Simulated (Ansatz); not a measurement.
# EuCuSeF: the cost of one run

Program: Ansatz 0.2.0. Level of theory: DFT PBEsol, scalar-relativistic, plane waves, PAW. These are calculated values, not measurements.

3 further runs of the same task are left out: 1 that didn't finish, 2 set aside as unsound or not needed.

### 1 The structure to begin with

The cell holds 15 atoms (Cu4Eu3F4Se4): a = 5.601 Å, b = 5.601 Å, c = 8.634 Å, α = 90.00°, β = 90.00°, γ = 90.00°.

Coordinates:

```
CELL_PARAMETERS angstrom
-3.96069 -3.96069 0.00000
3.96069 -3.96069 0.00000
0.00000 0.00000 8.63369
ATOMIC_POSITIONS crystal
Eu 0.75000 0.25000 0.33019
Eu 0.25000 0.25000 0.66981
Eu 0.75000 0.75000 0.66981
Cu 0.00000 0.50000 0.00000
Cu 0.50000 0.00000 0.00000
Cu 0.00000 0.00000 0.00000
Cu 0.50000 0.50000 0.00000
Se 0.25000 0.75000 0.82571
Se 0.75000 0.25000 0.82571
Se 0.75000 0.75000 0.17429
Se 0.25000 0.25000 0.17429
F 0.99977 0.49913 0.49653
F 0.48960 0.99741 0.50896
F 0.00989 0.00145 0.50155
F 0.50249 0.49622 0.50855
```

The host was relaxed before at PBEsol: a = 3.961 Å, b = 3.961 Å, c = 8.634 Å, α = 90.00°, β = 90.00°, γ = 90.00° (conventional cell), 16.930 Å³/atom.

Places, in fractions of the supercell: a vacancy on Eu at (0.250, 0.750, 0.330). Its neighbours start displaced at random, with a spread of 0.03 Å in each coordinate.

### 2 The perfect crystal in the supercell of 16 atoms

input.yaml

```yaml
crystal:
  lattice:
    - [-3.9606888349, -3.9606888349, 0.0]
    - [3.9606888349, -3.9606888349, 0.0]
    - [0.0, 0.0, 8.6336896243]
  atoms:
    - { symbol: Eu, position: [0.25, 0.75, 0.3301916997], spin: 7.3 }
    - { symbol: Eu, position: [0.75, 0.25, 0.3301916997], spin: 7.3 }
    - { symbol: Eu, position: [0.25, 0.25, 0.6698083003], spin: 7.3 }
    - { symbol: Eu, position: [0.75, 0.75, 0.6698083003], spin: 7.3 }
    - { symbol: Cu, position: [0.0, 0.5, 0.0] }
    - { symbol: Cu, position: [0.5, 0.0, 0.0] }
    - { symbol: Cu, position: [1.0, 0.0, 0.0] }
    - { symbol: Cu, position: [0.5, 0.5, 0.0] }
    - { symbol: Se, position: [0.25, 0.75, 0.8257070075] }
    - { symbol: Se, position: [0.75, 0.25, 0.8257070075] }
    - { symbol: Se, position: [0.75, 0.75, 0.1742929925] }
    - { symbol: Se, position: [0.25, 0.25, 0.1742929925] }
    - { symbol: F, position: [0.0, 0.5, 0.5] }
    - { symbol: F, position: [0.5, 0.0, 0.5] }
    - { symbol: F, position: [0.0, 0.0, 0.5] }
    - { symbol: F, position: [0.5, 0.5, 0.5] }
basis:
  ecutwfc: 420
  xc_grid: 2
kpoints:
  mp_grid: { grid: [4, 4, 3], shift: [0.5, 0.5, 0.0] }
hamiltonian:
  xc: pbesol
scf:
  occupations: { method: gaussian, width: 0.05 }
  lower_state_search: "off"
output:
  forces: true
  stress: true
  eigenvalues: true
  populations: true
  hubbard: { sites: [{ species: Eu, l: f }] }
magnetization:
  spin_polarized: true
```

Launch:

```console
> ansatz run input.yaml --threads 8 --pin off --max-ram 14336MiB --backend cpu --events-out ev --progress --plain --runs-dir out
```

**Question.** How long does this run take on 8 threads of Arm Neoverse N1, shared host, and how much memory does it need?

About 24 s, with a peak of 1.8 GiB.
